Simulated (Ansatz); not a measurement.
# MoS2: the cost of one run

Computed with Ansatz 0.2.0 (DFT PBE+D3(BJ), scalar-relativistic, plane waves, PAW, unless a step's input says otherwise).

1 further run of the same task is left out (set aside as unsound or not needed).

## 1. The system as given

The structure is hexagonal, space group P6_3/mmc (No. 194). Conventional cell: a = 3.149 Å, b = 3.149 Å, c = 12.090 Å, α = 90.00°, β = 90.00°, γ = 120.00°. Around Mo (site symmetry -6m2) lie 6 S at 2.40 Å. S (site symmetry 3m) has 3 Mo at 2.40 Å as nearest neighbours.

As a file:

```
Mo S
1.0
     3.14917    0.00000    0.00000
    -1.57458    2.72726    0.00000
     0.00000    0.00000   12.08985
Mo S
2 4
Direct
  0.33333 0.66667 0.25000
  0.66667 0.33333 0.75000
  0.33333 0.66667 0.62049
  0.66667 0.33333 0.12049
  0.33333 0.66667 0.87951
  0.66667 0.33333 0.37951
```

This cell was relaxed beforehand with the same method: volume 17.31 Å³/atom, gap on the mesh 0.78 eV.

## 2. Static run: bands, density of states and charges

input.yaml

```yaml
crystal:
  lattice:
    - [3.1491693299, 0.0, 0.0]
    - [-1.5745846649, 2.7272606405, 0.0]
    - [0.0, 0.0, 12.0898526222]
  atoms:
    - { symbol: Mo, position: [0.3333333333, 0.6666666667, 0.25] }
    - { symbol: Mo, position: [0.6666666667, 0.3333333333, 0.75] }
    - { symbol: S, position: [0.3333333333, 0.6666666667, 0.620490201] }
    - { symbol: S, position: [0.6666666667, 0.3333333333, 0.120490201] }
    - { symbol: S, position: [0.3333333333, 0.6666666667, 0.879509799] }
    - { symbol: S, position: [0.6666666667, 0.3333333333, 0.379509799] }
basis:
  ecutwfc: 420
kpoints:
  mp_grid: { grid: [12, 12, 4] }
  band_path:
    path:
      - [[0.0, 0.0, 0.0], [0.5, 0.0, 0.0], [0.33333333, 0.33333333, 0.0], [0.0, 0.0, 0.0], [0.0, 0.0, 0.5], [0.5, 0.0, 0.5], [0.33333333, 0.33333333, 0.5], [0.0, 0.0, 0.5]]
      - [[0.5, 0.0, 0.5], [0.5, 0.0, 0.0]]
      - [[0.33333333, 0.33333333, 0.5], [0.33333333, 0.33333333, 0.0]]
    npoints: 14
hamiltonian:
  xc: pbe
  dispersion: d3bj
scf:
  occupations: { method: gaussian, width: 0.02 }
  n_extra_bands: 15
output:
  forces: true
  stress: true
  eigenvalues: true
  populations: true
  dos: { projected: true, de: 0.02, nscf_kmesh: { grid: [18, 18, 6] } }
  bader: true
  write_density: true
  write_potential: true
  elf: true
  volumetric_format: npy
```

On the command line:

```bash
> ansatz run input.yaml --threads 2 --pin off --max-ram 5120MiB --backend cpu --events-out ev --progress --plain --runs-dir out
```

**Question.** How long does this run take on 2 threads of Arm Neoverse V2, shared host, and how much memory does it need?

About 38 s, with a peak of 0.61 GiB.
